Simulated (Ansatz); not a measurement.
**CuAu3: how the settings move a relaxation**

Question: which choices in the input matter for CuAu3?

Method: reference: DFT, r2SCAN, PAW with Ansatz's default frozen-core files, scalar-relativistic, in Ansatz 0.2.0.

## (1) The starting structure

It takes space group Pm-3m (No. 221, cubic). The conventional cell has a = 3.980 Å, b = 3.980 Å, c = 3.980 Å, α = 90.00°, β = 90.00°, γ = 90.00°. Cu (site symmetry m-3m) is surrounded by 12 Au at 2.81 Å. Around Au (site symmetry 4/mmm) lie 4 Cu at 2.81 Å and 8 Au at 2.81 Å.

Coordinates:

```cif
data_structure
_symmetry_space_group_name_H-M 'Pm-3m'
_symmetry_Int_Tables_number 221
_cell_length_a 3.9800
_cell_length_b 3.9800
_cell_length_c 3.9800
_cell_angle_alpha 90.000
_cell_angle_beta 90.000
_cell_angle_gamma 90.000
_cell_volume 63.04
loop_
_atom_site_label
_atom_site_type_symbol
_atom_site_symmetry_multiplicity
_atom_site_Wyckoff_symbol
_atom_site_fract_x
_atom_site_fract_y
_atom_site_fract_z
_atom_site_occupancy
Cu1 Cu 1 a 0.00000 0.00000 0.00000 1
Au1 Au 3 c 0.00000 0.50000 0.50000 1
```

## (2) Baseline

Contents of input.yaml:

```yaml
crystal:
  lattice:
    - [3.98, 0.0, 0.0]
    - [0.0, 3.98, 0.0]
    - [0.0, 0.0, 3.98]
  atoms:
    - { symbol: Cu, position: [0.0, 0.0, 0.0] }
    - { symbol: Au, position: [0.0, 0.5, 0.5] }
    - { symbol: Au, position: [0.5, 0.0, 0.5] }
    - { symbol: Au, position: [0.5, 0.5, 0.0] }
kpoints:
  mp_grid: { grid: [9, 9, 9] }
scf:
  occupations: { method: fermi_dirac, width: 0.05 }
hamiltonian:
  xc: r2scan
  pseudopotentials: { kind: paw }
output:
  forces: true
  stress: true
relax:
  f_tol: 0.005
  max_steps: 50
  cell: {}
```

Run with:

```sh
$ ansatz run input.yaml --threads 1 --pin off --max-ram 3072MiB --backend cpu --events-out ev --progress --plain --runs-dir out
```

## (3) Variant: xc pbesol, ecutwfc 29.4 Ry

input.yaml: that of step 2 with these lines changed.

```diff
@@ -15,3 +15,3 @@
 hamiltonian:
-  xc: r2scan
+  xc: pbesol
   pseudopotentials: { kind: paw }
@@ -24 +24,3 @@
   cell: {}
+basis:
+  ecutwfc: "29.4 Ry"
```

Q: Predict the outcome of this session. Wanted: for each run, ending; energy change; pressure; gap; force.

**Answer**, as computed:

| run | ending | energy change | pressure (GPa) | gap (eV) | force (eV/Å) | cycles | time |
| --- | --- | --- | --- | --- | --- | --- | --- |
| reference | converged | - | 0.0 | 0.00 | 0.00 | 42 | 27 s |
| 1: xc pbesol, ecutwfc 29.4 Ry | converged | not comparable | 0.0 | 0.00 | 0.00 | 29 | 10 s |

Total energies don't compare across a change of functional; the final volume goes from 64.46 to 62.80 Å³. The cutoff changed too. The cutoff is under what these potentials recommend, as the log warns, so basis error is mixed in. Cost: 29 SCF cycles against 42, 10 s against 27 s. Run 1 ran under the cutoff that the potentials recommend, as the log warns, so basis error is mixed into its values.
